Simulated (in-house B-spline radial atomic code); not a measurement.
# S⁴⁺: a fraction of an electron moved 2s → 3d

How does the CAM-B3LYP energy of S⁴⁺ change when part of an electron is moved 2s → 3d?

The numbers are computed with in-house B-spline radial atomic code version 1 (scalar-relativistic (spin-free one-electron X2C) CAM-B3LYP, spin-polarised, spherical fractional occupations, Fermi nucleus, basis-set limit), except any that are marked as measured or tabulated.

### 1 The system

| Property | Result |
| --- | --- |
| element | sulfur (Z = 16) |
| charge | +4 |
| electrons | 12 |
| configuration | [Ne] 3s2 |
| Hamiltonian | scalar-relativistic (X2C) |
| nucleus | Fermi, rms radius 3.261 fm |

Outer shells as boxes (Hund's rule):

[Ne] 3s2
```
[Ne] core
3s [↑↓]
```

Where spins are not typed, each open shell is filled with up spins first.

### 2 The start, at fraction 0

Settings, as recorded:

```ini
Z = 16
electrons = 12.0
configuration = [Ne] 3s2
hamiltonian = x2c
method = camb3lyp
spin_polarised = True
nucleus = fermi
rms_radius = 3.2611
mass_number = 32
atomic_mass = 31.97207117354
speed_of_light = 137.035999084
```

### 3 0.125 electron moved 2s → 3d

Changes to the settings of step 2:

```diff
@@ -2,3 +2,3 @@
 electrons = 12.0
-configuration = [Ne] 3s2
+configuration = [He] 2s1.875 2p6 3s2 3d0.125
 hamiltonian = x2c
```

### 4 0.25 electron moved 2s → 3d

Changes to the settings of step 3:

```diff
@@ -2,3 +2,3 @@
 electrons = 12.0
-configuration = [He] 2s1.875 2p6 3s2 3d0.125
+configuration = [He] 2s1.75 2p6 3s2 3d0.25
 hamiltonian = x2c
```

### 5 0.375 electron moved 2s → 3d

Changes to the settings of step 4:

```diff
@@ -2,3 +2,3 @@
 electrons = 12.0
-configuration = [He] 2s1.75 2p6 3s2 3d0.25
+configuration = [He] 2s1.625 2p6 3s2 3d0.375
 hamiltonian = x2c
```

### 6 0.5 electron moved 2s → 3d

Changes to the settings of step 5:

```diff
@@ -2,3 +2,3 @@
 electrons = 12.0
-configuration = [He] 2s1.625 2p6 3s2 3d0.375
+configuration = [He] 2s1.5 2p6 3s2 3d0.5
 hamiltonian = x2c
```

### 7 0.625 electron moved 2s → 3d

Changes to the settings of step 6:

```diff
@@ -2,3 +2,3 @@
 electrons = 12.0
-configuration = [He] 2s1.5 2p6 3s2 3d0.5
+configuration = [He] 2s1.375 2p6 3s2 3d0.625
 hamiltonian = x2c
```

### 8 0.75 electron moved 2s → 3d

Changes to the settings of step 7:

```diff
@@ -2,3 +2,3 @@
 electrons = 12.0
-configuration = [He] 2s1.375 2p6 3s2 3d0.625
+configuration = [He] 2s1.25 2p6 3s2 3d0.75
 hamiltonian = x2c
```

### 9 0.875 electron moved 2s → 3d

Changes to the settings of step 8:

```diff
@@ -2,3 +2,3 @@
 electrons = 12.0
-configuration = [He] 2s1.25 2p6 3s2 3d0.75
+configuration = [He] 2s1.125 2p6 3s2 3d0.875
 hamiltonian = x2c
```

### 10 1 electron moved 2s → 3d

Changes to the settings of step 9:

```diff
@@ -2,3 +2,3 @@
 electrons = 12.0
-configuration = [He] 2s1.125 2p6 3s2 3d0.875
+configuration = [He] 2s1 2p6 3s2 3d1
 hamiltonian = x2c
```

How does the energy change with the fraction, and which way and how far does it bend from the straight line between the ends?

The runs gave:

| fraction | energy change (eV) | less the straight line (eV) | level 2s down (eV) | level 3d up (eV) | sum of <r²> (bohr²) |
| --- | --- | --- | --- | --- | --- |
| 0 | 0.0000 | 0.0000 | -280.20 | empty | 6.9290 |
| 0.125 | 30.8907 | -0.1181 | -281.36 | -34.034 | 7.3000 |
| 0.25 | 61.8286 | -0.1891 | -282.45 | -34.780 | 7.6412 |
| 0.375 | 92.8068 | -0.2198 | -283.49 | -35.521 | 7.9557 |
| 0.5 | 123.8185 | -0.2168 | -284.47 | -36.257 | 8.2462 |
| 0.625 | 154.8573 | -0.1869 | -285.39 | -36.988 | 8.5149 |
| 0.75 | 185.9165 | -0.1365 | -286.25 | -37.714 | 8.7638 |
| 0.875 | 216.9898 | -0.0721 | -287.06 | -38.435 | 8.9947 |
| 1 | 248.0707 | 0.0000 | empty | -39.153 | 9.2091 |

**Reading.** From fraction 0 to 1 the energy changes by 248.071 eV. It sags under the straight line by up to 0.22 eV (at 0.375). Slater's transition state, the slope from the orbital energies at fraction 0.5 (Janak's theorem), gives 248.211 eV for the whole step. Here exact exchange is taken at spherical fractional occupations, which leaves self-interaction in open p, d and f shells; that spoils the energies somewhat, at whole numbers too.
